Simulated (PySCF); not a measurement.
# C2H8N2OSi: the cost of one run

Programs: PySCF 2.14.0, with density-fitted response routines of our own. Each step states its level of theory. These are calculated values for one molecule in the gas phase, unless marked as measured. Atoms are numbered from 0 throughout.

**1. The starting structure**

14 atoms, charge 0, multiplicity 1; geometry from: GFN2-xTB. The atoms were then displaced at random by about 0.01 Å, so the start is not that level's minimum.

Bonds of the start (Å): N0–Si1 1.69, Si1–N2 1.73, Si1–C3 1.96, C3–C4 1.43, C4–O5 1.21, N0–H6 1.03, N0–H7 1.03, Si1–H8 1.49, N2–H9 1.00, N2–H10 0.99, C3–H11 1.08, C3–H12 1.06, C4–H13 1.12.

**2. Geometry optimisation at PBE0-D3(BJ)/def2-SVP**

Job settings and geometry (Å):

```
{"job": {"xc": "PBE0", "basis": "def2-SVP", "d3": "d3bj", "grid": 1, "shake": 0.01, "kind": "geom"}, "charge": 0, "multiplicity": 1}
N     -0.879130     1.385640    -0.505030
Si    -0.617860    -0.030160     0.388610
N     -1.780530    -1.292540     0.171130
C      1.062600    -0.673380    -0.376320
C      2.036940     0.323800    -0.058280
O      2.233740     1.359390    -0.660320
H     -1.664650     2.016970    -0.299830
H     -0.081220     1.954860    -0.806550
H     -0.499450     0.114280     1.865830
H     -2.663640    -1.200410     0.627180
H     -1.873110    -1.721930    -0.716830
H      0.886510    -0.741900    -1.440450
H      1.244140    -1.636920     0.031370
H      2.588520     0.127220     0.891840
```

Launch:

```console
OMP_NUM_THREADS=1 python probes_run.py task.json out
```

This one command runs all jobs of the session in turn.

**Question.** How long does this first job take on 1 thread of Arm Neoverse V1, shared host, and how much memory does it need?

About 2.3 min, with a peak of 0.55 GiB.
